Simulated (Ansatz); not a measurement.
**CH₄ClFGeS: a ladder of functionals and wavefunction methods**

Aim: compute CH₄ClFGeS with functionals from several rungs and with coupled cluster, and see how far each lands from CCSD(T) at the basis-set limit for the atomisation energy.

Computed with Ansatz 0.2.0, Gaussian basis. Level: functionals in def2-TZVPP, the program's frozen cores in correlated methods.

Levels to be run: LDA (SPW92), PBE-D4, revPBE-D4, BLYP-D4, r2SCAN-D4, B97M-V, PBE0-D4, B3LYP-D4, r2SCANh-D4, r2SCAN0-D4, HSE06-D4, BHLYP-D4, CAM-B3LYP-D4, LC-ωPBE, ωB97X-V, ωB97M-V, B2PLYP, PBE-QIDH; CCSD(T)/def2-SVP; CCSD(T)/def2-TZVPP; MP2/def2-QZVPP; extrapolation to the limit; RPA on PBE.

## (1) Structure used throughout

The geometry comes from an earlier relaxation with PBE0-D4 in a triple-zeta def2 set; it is a stationary point, not always the lowest conformer.

SMILES `C[S][GeH]([F])[Cl]`, 9 atoms, charge 0, spin multiplicity 1.

Atoms are counted from 1 here; the program's logs count them from 0.

Bond lengths: C1–S2 1.818 Å, C1–H6 1.089 Å, C1–H7 1.090 Å, C1–H8 1.090 Å, S2–Ge3 2.184 Å, Ge3–F4 1.726 Å, Ge3–Cl5 2.143 Å, Ge3–H9 1.532 Å. Angles: S2–C1–H6 111.0°, S2–C1–H7 111.7°, S2–C1–H8 105.7°, H6–C1–H7 110.5°, H6–C1–H8 109.1°, H7–C1–H8 108.7°, C1–S2–Ge3 98.5°, S2–Ge3–F4 105.7°, S2–Ge3–Cl5 111.0°, S2–Ge3–H9 117.1°, F4–Ge3–Cl5 107.1°, F4–Ge3–H9 107.9°, Cl5–Ge3–H9 107.5°.

## (2) LDA

This LDA is Slater exchange with PW92 correlation.

File in.yaml:

```yaml
crystal:
  periodic: [false, false, false]
  atoms:
    - {symbol: C, position_ang: [0.306079, 0.960691, 1.211038]}
    - {symbol: S, position_ang: [0.843793, -0.733997, 0.831750]}
    - {symbol: Ge, position_ang: [-0.088942, -0.935405, -1.133291]}
    - {symbol: F, position_ang: [0.118940, -2.588796, -1.582623]}
    - {symbol: Cl, position_ang: [-2.198047, -0.573852, -1.024302]}
    - {symbol: H, position_ang: [-0.780529, 1.028273, 1.238647]}
    - {symbol: H, position_ang: [0.714763, 1.681606, 0.503394]}
    - {symbol: H, position_ang: [0.701730, 1.181511, 2.201893]}
    - {symbol: H, position_ang: [0.470813, -0.066330, -2.263606]}
basis:
  gaussian: {orbitals: def2-TZVPP}
hamiltonian: {xc: lda}
output: {orbitals: {seedname: orbitals}}
```

Launch:

```sh
$ ansatz run in.yaml --threads 4 --pin off --events-out ev --progress --plain --max-ram 10444MiB
```

The runs that follow: PBE-D4 (GGA); revPBE-D4 (GGA); BLYP-D4 (GGA); r2SCAN-D4 (meta-GGA); B97M-V (meta-GGA); B3LYP-D4 (hybrid); r2SCANh-D4 (hybrid); r2SCAN0-D4 (hybrid); HSE06-D4 (hybrid); BHLYP-D4 (hybrid); CAM-B3LYP-D4 (range-separated); LC-ωPBE (range-separated); ωB97X-V (range-separated); ωB97M-V (range-separated); B2PLYP (double hybrid); PBE-QIDH (double hybrid); CCSD(T) in def2-SVP; CCSD(T) in def2-TZVPP; MP2 in def2-QZVPP; RPA on PBE orbitals.

Before running them: what should the planned runs give, taken together? Wanted: atomisation energy, CCSD(T)/CBS; farthest beyond LDA; mean size of error, GGA; mean size of error, meta-GGA; mean size of error, hybrid; mean size of error, range-separated; mean size of error, double hybrid; gap, smallest and largest; T1 diagnostic.

As calculated:

```
                               quantity                                                                                       value
        atomisation energy, CCSD(T)/CBS                                                                               3023.7 kJ/mol
 functionals within 30.2 kJ/mol (1.0 %)  r2SCAN-D4, B97M-V, PBE0-D4, r2SCANh-D4, HSE06-D4, CAM-B3LYP-D4, ωB97X-V, ωB97M-V, PBE-QIDH
                    farthest beyond LDA                                                                    BHLYP-D4 (-117.6 kJ/mol)
                mean size of error, GGA                                                                                 40.1 kJ/mol
           mean size of error, meta-GGA                                                                                 20.6 kJ/mol
             mean size of error, hybrid                                                                                 37.9 kJ/mol
    mean size of error, range-separated                                                                                 19.7 kJ/mol
      mean size of error, double hybrid                                                                                 39.0 kJ/mol
              gap, smallest and largest                                                   4.39 eV (LDA (SPW92)), 11.68 eV (LC-ωPBE)
                          T1 diagnostic                                                                                      0.0110
triples share of the correlation energy                                                                                       3.8 %
```

The LDA atomisation energy is off by 449.3 kJ/mol (15 %): it overbinds. PBE-D4 is off by +43.4 kJ/mol. Double hybrids carry the basis error of their MP2 part in triple zeta, and no dispersion term here, so their miss is partly the set-up's. The rungs range-separated, meta-GGA miss on average by less than the doubt on the reference (30.2 kJ/mol), so they tie. Misses under about 30.2 kJ/mol are within the doubt on the reference itself, which lacks core-valence correlation, relativity and higher excitations, and its outer-core shells are covered unevenly. Hartree-Fock recovers 72 % of the binding; the rest is correlation. CCSD(T) in def2-SVP is off by -219.4 kJ/mol, which most functionals beat. The gap grows from 4.4 to 11.7 eV across the functionals, mostly with the share of exact exchange. Correlated methods include outer-core shells of Ge, which these sets cover unevenly.
